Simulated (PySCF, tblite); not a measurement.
# C5H9NO: a rotation path, then NMR shifts on frames, part 2 of 2

tblite 0.8.0 and PySCF 2.14.0. Atoms count from 0. The steps go on from the part before.

## Step 5: NMR shieldings: image 4, PBE0/pcSseg-1

What the job is given:

```
{"job": {"kind": "nmr", "xc": "PBE0", "basis": "pcSseg-1", "pop": false}, "charge": 0, "multiplicity": 1}
N      2.494300    -0.307800     0.835200
C      1.458100    -0.280200    -0.041200
O      1.608700    -0.517600    -1.218100
C      0.124400     0.062900     0.584600
C     -1.016500    -0.928800     0.270400
C     -1.873000     0.220900    -0.278800
C     -0.673600     1.168600    -0.137900
H      3.417400    -0.525300     0.498700
H      2.374600    -0.112900     1.812400
H      0.243800     0.253300     1.651500
H     -0.733100    -1.654500    -0.488700
H     -1.419200    -1.448900     1.137400
H     -2.712700     0.487300     0.360600
H     -2.230500     0.079900    -1.295600
H     -0.844400     2.063600     0.456700
H     -0.226100     1.448300    -1.088600
```

Method: GIAO PBE0/pcSseg-1 NMR shielding, non-relativistic, gas phase.

Log:

```text
coarse grid: 13160 points
cycle   1  E = -325.3054502880  dE =  1.119e+00  |g| = 8.499e-01  |ddm| = 3.559e+00
cycle   2  E = -324.8453274431  dE =  4.601e-01  |g| = 1.742e+00  |ddm| = 2.579e+00
cycle   3  E = -325.4450607757  dE = -5.997e-01  |g| = 2.116e-01  |ddm| = 1.991e+00
cycle   4  E = -325.4538246582  dE = -8.764e-03  |g| = 7.853e-02  |ddm| = 2.054e-01
cycle   5  E = -325.4550708928  dE = -1.246e-03  |g| = 1.342e-02  |ddm| = 5.665e-02
cycle   6  E = -325.4551063468  dE = -3.545e-05  |g| = 5.187e-03  |ddm| = 1.408e-02
cycle   7  E = -325.4551121178  dE = -5.771e-06  |g| = 1.161e-03  |ddm| = 5.144e-03
final grid: 126592 points
cycle   8  E = -325.5064718799  dE = -2.565e-05  |g| = 1.406e-02  |ddm| = 3.418e-02
cycle   9  E = -325.5063874482  dE =  8.443e-05  |g| = 2.524e-02  |ddm| = 2.986e-02
cycle  10  E = -325.5065117355  dE = -1.243e-04  |g| = 3.005e-03  |ddm| = 2.059e-02
cycle  11  E = -325.5065136504  dE = -1.915e-06  |g| = 2.205e-04  |ddm| = 2.577e-03
cycle  12  E = -325.5065136586  dE = -8.218e-09  |g| = 1.155e-04  |ddm| = 3.103e-04
cycle  13  E = -325.5065136613  dE = -2.694e-09  |g| = 3.173e-05  |ddm| = 1.155e-04
cycle  14  E = -325.5065136615  dE = -1.938e-10  |g| = 9.779e-06  |ddm| = 2.839e-05
converged SCF energy = -325.5065136615

GIAO shielding tensors (ppm)
atom      isotropic    diamagn.    paramagn.     s11        s22        s33       span
  0 N      150.797     322.332    -171.535     60.372    141.209    250.811    190.439
  1 C        9.032     245.298    -236.266    -84.437     15.557     95.976    180.413
  2 O      -53.143     402.760    -455.903   -314.585   -200.668    355.823    670.409
  3 C      147.980     251.867    -103.886    133.844    147.612    162.484     28.641
  4 C      162.531     247.854     -85.323    151.477    155.167    180.950     29.473
  5 C      169.472     250.411     -80.939    159.505    166.384    182.526     23.021
  6 C      162.897     247.672     -84.775    151.892    155.663    181.137     29.245
  7 H       27.427      29.702      -2.274     22.738     23.202     36.342     13.603
  8 H       26.985      32.763      -5.778     22.038     26.413     32.504     10.466
  9 H       29.222      34.575      -5.354     25.255     29.221     33.189      7.934
 10 H       29.263      30.477      -1.214     26.665     27.920     33.205      6.541
 11 H       29.607      30.460      -0.853     26.211     27.150     35.461      9.250
 12 H       29.709      29.951      -0.242     26.891     26.967     35.269      8.378
 13 H       29.695      29.671       0.024     26.234     26.978     35.874      9.640
 14 H       29.637      30.530      -0.893     26.248     27.149     35.514      9.266
 15 H       29.257      30.498      -1.241     26.650     27.895     33.225      6.575
```

Wall time 18 s (1 thread of Intel Xeon Platinum 8488C, shared host); peak memory 0.76 GiB.

This run: δ C1 177.9, C3 38.9, C4 24.4, C6 24.0, H8 4.73, H7 4.29 ppm.

## Step 6: NMR shieldings: image 6, PBE0/pcSseg-1

What the job is given:

```
{"job": {"kind": "nmr", "xc": "PBE0", "basis": "pcSseg-1", "pop": false}, "charge": 0, "multiplicity": 1}
N      2.403300    -0.565400     0.830200
C      1.498900    -0.064300    -0.049500
O      1.763900     0.095200    -1.218800
C      0.148800     0.238100     0.566200
C     -0.906600    -0.876300     0.370300
C     -1.864300     0.144400    -0.261700
C     -0.747000     1.197300    -0.234900
H      3.324200    -0.804300     0.502500
H      2.185400    -0.714800     1.798300
H      0.274200     0.527400     1.610300
H     -0.580100    -1.648500    -0.323400
H     -1.255300    -1.345700     1.288300
H     -2.710700     0.397900     0.374300
H     -2.229300    -0.118200    -1.251700
H     -0.986900     2.129200     0.271700
H     -0.326200     1.416900    -1.213600
```

Method: GIAO PBE0/pcSseg-1 NMR shielding, non-relativistic, gas phase.

Log:

```text
coarse grid: 13160 points
cycle   1  E = -325.3071119622  dE =  1.118e+00  |g| = 8.473e-01  |ddm| = 3.564e+00
cycle   2  E = -324.8557926612  dE =  4.513e-01  |g| = 1.729e+00  |ddm| = 2.534e+00
cycle   3  E = -325.4459162123  dE = -5.901e-01  |g| = 2.114e-01  |ddm| = 1.954e+00
cycle   4  E = -325.4546803109  dE = -8.764e-03  |g| = 7.744e-02  |ddm| = 2.046e-01
cycle   5  E = -325.4558948284  dE = -1.215e-03  |g| = 1.312e-02  |ddm| = 5.621e-02
cycle   6  E = -325.4559288062  dE = -3.398e-05  |g| = 5.040e-03  |ddm| = 1.403e-02
cycle   7  E = -325.4559342640  dE = -5.458e-06  |g| = 1.126e-03  |ddm| = 5.063e-03
final grid: 126592 points
cycle   8  E = -325.5065709190  dE = -2.206e-05  |g| = 1.390e-02  |ddm| = 3.119e-02
cycle   9  E = -325.5064844991  dE =  8.642e-05  |g| = 2.539e-02  |ddm| = 2.944e-02
cycle  10  E = -325.5066095102  dE = -1.250e-04  |g| = 2.816e-03  |ddm| = 2.050e-02
cycle  11  E = -325.5066112026  dE = -1.692e-06  |g| = 2.122e-04  |ddm| = 2.397e-03
cycle  12  E = -325.5066112105  dE = -7.897e-09  |g| = 1.082e-04  |ddm| = 3.031e-04
cycle  13  E = -325.5066112129  dE = -2.397e-09  |g| = 2.909e-05  |ddm| = 1.109e-04
cycle  14  E = -325.5066112131  dE = -1.628e-10  |g| = 8.580e-06  |ddm| = 2.593e-05
converged SCF energy = -325.5066112131

GIAO shielding tensors (ppm)
atom      isotropic    diamagn.    paramagn.     s11        s22        s33       span
  0 N      155.217     322.337    -167.120     68.071    147.701    249.878    181.807
  1 C       11.086     245.609    -234.523    -81.680     17.600     97.336    179.017
  2 O      -65.185     402.039    -467.223   -345.717   -198.653    348.817    694.535
  3 C      149.093     252.922    -103.828    132.732    149.481    165.068     32.336
  4 C      160.841     247.951     -87.110    146.356    154.083    182.085     35.729
  5 C      169.571     250.394     -80.824    159.168    166.534    183.010     23.842
  6 C      166.180     247.539     -81.359    153.463    162.643    182.434     28.971
  7 H       27.359      29.763      -2.404     22.672     23.253     36.152     13.480
  8 H       27.216      32.736      -5.520     22.202     26.610     32.836     10.634
  9 H       29.109      33.856      -4.747     25.211     29.336     32.781      7.571
 10 H       29.637      30.757      -1.120     26.705     28.375     33.830      7.125
 11 H       29.453      30.791      -1.339     25.950     27.407     35.000      9.050
 12 H       29.680      30.017      -0.337     26.702     27.100     35.239      8.537
 13 H       29.758      29.763      -0.005     26.283     26.898     36.093      9.810
 14 H       29.830      30.300      -0.470     26.473     26.851     36.167      9.694
 15 H       28.761      30.336      -1.575     25.868     27.578     32.837      6.970
```

Run time: 18 s. Hardware: 1 thread of Intel Xeon Platinum 8488C, shared host; peak memory 0.77 GiB.

Key values: δ C1 175.8, C3 37.8, C4 26.1, C6 20.7, H8 4.50, H7 4.36 ppm.

## Step 7: Nuclear shieldings: image 8, PBE0/pcSseg-1

What the job is given:

```
{"job": {"kind": "nmr", "xc": "PBE0", "basis": "pcSseg-1", "pop": false}, "charge": 0, "multiplicity": 1}
N      2.267600    -0.768500     0.722100
C      1.542400     0.124300     0.003100
O      1.971500     0.648300    -0.998300
C      0.162200     0.373900     0.578400
C     -0.812900    -0.821300     0.493100
C     -1.824300     0.068500    -0.246200
C     -0.782400     1.195400    -0.311300
H      3.190000    -1.017700     0.406500
H      1.899600    -1.215600     1.541800
H      0.269600     0.766700     1.591400
H     -0.431000    -1.641000    -0.113300
H     -1.148300    -1.216000     1.450800
H     -2.696700     0.318900     0.354400
H     -2.158100    -0.312100    -1.208600
H     -1.096500     2.153100     0.096200
H     -0.360000     1.352100    -1.301700
```

Level: GIAO PBE0/pcSseg-1 NMR shielding, non-relativistic, gas phase.

Log:

```text
coarse grid: 13160 points
cycle   1  E = -325.3073402848  dE =  1.121e+00  |g| = 8.446e-01  |ddm| = 3.568e+00
cycle   2  E = -324.8646198287  dE =  4.427e-01  |g| = 1.716e+00  |ddm| = 2.478e+00
cycle   3  E = -325.4451808755  dE = -5.806e-01  |g| = 2.130e-01  |ddm| = 1.906e+00
cycle   4  E = -325.4541267381  dE = -8.946e-03  |g| = 7.634e-02  |ddm| = 2.059e-01
cycle   5  E = -325.4553105050  dE = -1.184e-03  |g| = 1.295e-02  |ddm| = 5.593e-02
cycle   6  E = -325.4553436952  dE = -3.319e-05  |g| = 4.957e-03  |ddm| = 1.411e-02
cycle   7  E = -325.4553489689  dE = -5.274e-06  |g| = 1.109e-03  |ddm| = 5.006e-03
final grid: 126592 points
cycle   8  E = -325.5061919904  dE = -2.147e-05  |g| = 1.382e-02  |ddm| = 3.065e-02
cycle   9  E = -325.5061034326  dE =  8.856e-05  |g| = 2.559e-02  |ddm| = 2.962e-02
cycle  10  E = -325.5062299688  dE = -1.265e-04  |g| = 2.695e-03  |ddm| = 2.053e-02
cycle  11  E = -325.5062315241  dE = -1.555e-06  |g| = 2.055e-04  |ddm| = 2.274e-03
cycle  12  E = -325.5062315318  dE = -7.708e-09  |g| = 1.005e-04  |ddm| = 3.092e-04
cycle  13  E = -325.5062315339  dE = -2.080e-09  |g| = 2.736e-05  |ddm| = 1.037e-04
cycle  14  E = -325.5062315340  dE = -1.451e-10  |g| = 7.636e-06  |ddm| = 2.418e-05
converged SCF energy = -325.5062315340

GIAO shielding tensors (ppm)
atom      isotropic    diamagn.    paramagn.     s11        s22        s33       span
  0 N      158.846     322.982    -164.136     71.678    158.214    246.646    174.968
  1 C       10.948     245.770    -234.822    -80.485     17.122     96.208    176.693
  2 O      -83.832     400.948    -484.780   -387.389   -204.174    340.066    727.456
  3 C      149.809     253.812    -104.003    132.842    149.750    166.836     33.995
  4 C      160.421     249.001     -88.580    142.310    155.435    183.519     41.209
  5 C      170.025     250.062     -80.037    159.308    167.013    183.753     24.444
  6 C      166.196     247.635     -81.439    151.605    162.991    183.992     32.386
  7 H       27.294      29.855      -2.562     22.634     23.396     35.851     13.217
  8 H       27.355      32.952      -5.597     22.370     27.138     32.557     10.186
  9 H       28.872      32.486      -3.614     25.452     28.857     32.307      6.855
 10 H       29.717      31.384      -1.667     26.418     28.917     33.816      7.398
 11 H       29.415      31.154      -1.738     25.934     27.629     34.683      8.749
 12 H       29.680      30.041      -0.362     26.552     27.257     35.230      8.678
 13 H       29.830      29.895      -0.065     26.467     26.765     36.259      9.792
 14 H       29.749      30.286      -0.537     26.222     26.912     36.113      9.891
 15 H       28.669      30.516      -1.847     25.417     27.663     32.927      7.509
```

Wall time 18 s (1 thread of Intel Xeon Platinum 8488C, shared host); peak memory 0.77 GiB.

In short: δ C1 176.0, C3 37.1, C4 26.5, C6 20.7, H7 4.42, H8 4.36 ppm.

## Step 8: Comparing the runs: NMR shifts

Shifts (ppm) of some atoms, chosen among heavy atoms and hydrogens apart, with basis size and wall time:

```
  frame     C1    C6    C4   H10   H15     N0     O2  functions  time
image 0  175.9  26.5  20.6  3.08  1.98  108.7  419.3        164  18 s
image 2  176.0  25.7  21.0  2.95  2.07  113.1  399.6        164  18 s
image 4  177.9  24.0  24.4  2.45  2.46  116.9  389.2        164  18 s
image 6  175.8  20.7  26.1  2.08  2.96  112.5  401.3        164  18 s
image 8  176.0  20.7  26.5  2.00  3.05  108.9  419.9        164  18 s
```

## Step 9: What came out

The summary covers parts 1 to 2.

```
                                       quantity                                                     value
                                        barrier                        0.028 eV (0.6 kcal/mol) at image 4
                          end to end (GFN2-xTB)                                                  0.000 eV
13C shifts against TMS (PBE0/pcSseg-1, image 0)                         175.9, 37.1, 26.5, 20.6, 16.9 ppm
 1H shifts against TMS (PBE0/pcSseg-1, image 0)  4.42, 4.35, 3.08, 2.84, 2.29, 2.03, 1.98, 1.95, 1.88 ppm
15N shifts against NH3 (PBE0/pcSseg-1, image 0)                                                 108.7 ppm
17O shifts against H2O (PBE0/pcSseg-1, image 0)                                                 419.3 ppm
                       range of the shift of O2                                        389.2 to 419.9 ppm
```

**Reading.** Along the band the dihedral turns by 120°, and the top (dihedral 232°) lies 0.6 kcal/mol above the start (GFN2-xTB, rough), so at room temperature this motion is fast. The top was not checked by a frequency run. Shifts at one fixed geometry are not the observed spectrum, which averages over the motion. In the first frame run (image 0): The largest span, 726 ppm, is at O2, where the paramagnetic term is -484 ppm. In ppm, O2 moves most: its shift spreads over 30.7 ppm, from 389.2 (image 4) to 419.9 (image 8). At PBE0/pcSseg-1 the highest of the frames run is image 8, not the band's top, so the GFN2-xTB barrier is not borne out there and is unsure.
